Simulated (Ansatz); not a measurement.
# C2H5BSi: the cost of one run

All numbers below are computed with Ansatz 0.2.0 (RKS PBE0-D4/def2-SVP).

## Step 1: The starting structure

Bond lengths: Si1–B2 1.942 Å, B2–C3 1.489 Å, B2–C4 1.489 Å, C3–C4 1.351 Å, Si1–H5 1.473 Å, Si1–H6 1.473 Å, Si1–H7 1.474 Å, C3–H8 1.071 Å, C4–H9 1.071 Å. Angles (14 of 15 angles, heavy atoms first): Si1–B2–C3 153.3°, Si1–B2–C4 152.8°, C3–B2–C4 53.9°, B2–C3–C4 63.0°, B2–C4–C3 63.0°, B2–Si1–H5 114.4°, B2–Si1–H6 114.2°, B2–Si1–H7 111.9°, B2–C3–H8 159.0°, C4–C3–H8 138.0°, B2–C4–H9 158.9°, C3–C4–H9 138.1°, H5–Si1–H6 104.7°, H5–Si1–H7 105.4°.

Structure file:

```xyz
9

Si   -0.3434    1.4441   -0.6785
B     0.0788   -0.2711    0.1274
C     0.5564   -1.6809    0.0807
C     0.1509   -1.2110    1.2806
H     0.4811    1.7844   -1.8508
H    -0.1913    2.5922    0.2321
H    -1.7379    1.5012   -1.1513
H     0.9448   -2.5922   -0.3268
H     0.0607   -1.5666    2.2867
```

## Step 2: Relaxing the start

The input, input.yaml:

```yaml
crystal:
  periodic: [false, false, false]
  atoms:
    - { symbol: Si, position_ang: [-0.34345, 1.44406, -0.67854] }
    - { symbol: B, position_ang: [0.07881, -0.27112, 0.12739] }
    - { symbol: C, position_ang: [0.55636, -1.6809, 0.08074] }
    - { symbol: C, position_ang: [0.15085, -1.21098, 1.28056] }
    - { symbol: H, position_ang: [0.48109, 1.78435, -1.8508] }
    - { symbol: H, position_ang: [-0.19131, 2.59217, 0.2321] }
    - { symbol: H, position_ang: [-1.73791, 1.50125, -1.15132] }
    - { symbol: H, position_ang: [0.94482, -2.59224, -0.32685] }
    - { symbol: H, position_ang: [0.06074, -1.5666, 2.28673] }
basis:
  gaussian: { orbitals: def2-SVP }
hamiltonian:
  xc: pbe0
  dispersion: d4
relax:
  f_tol: 0.02
  max_steps: 40
scf:
  lower_state_search: "off"
```

Started as:

```console
> ansatz run input.yaml --threads 1 --pin off --max-ram 2048MiB --backend cpu --events-out ev --progress --plain --runs-dir out
```

**Question.** How long does this run take on 1 thread of Intel Xeon Platinum 8259CL at 2.50GHz (Skylake/Cascade Lake), shared host, and how much memory does it need?

About 26 s, with a peak of 0.16 GiB.
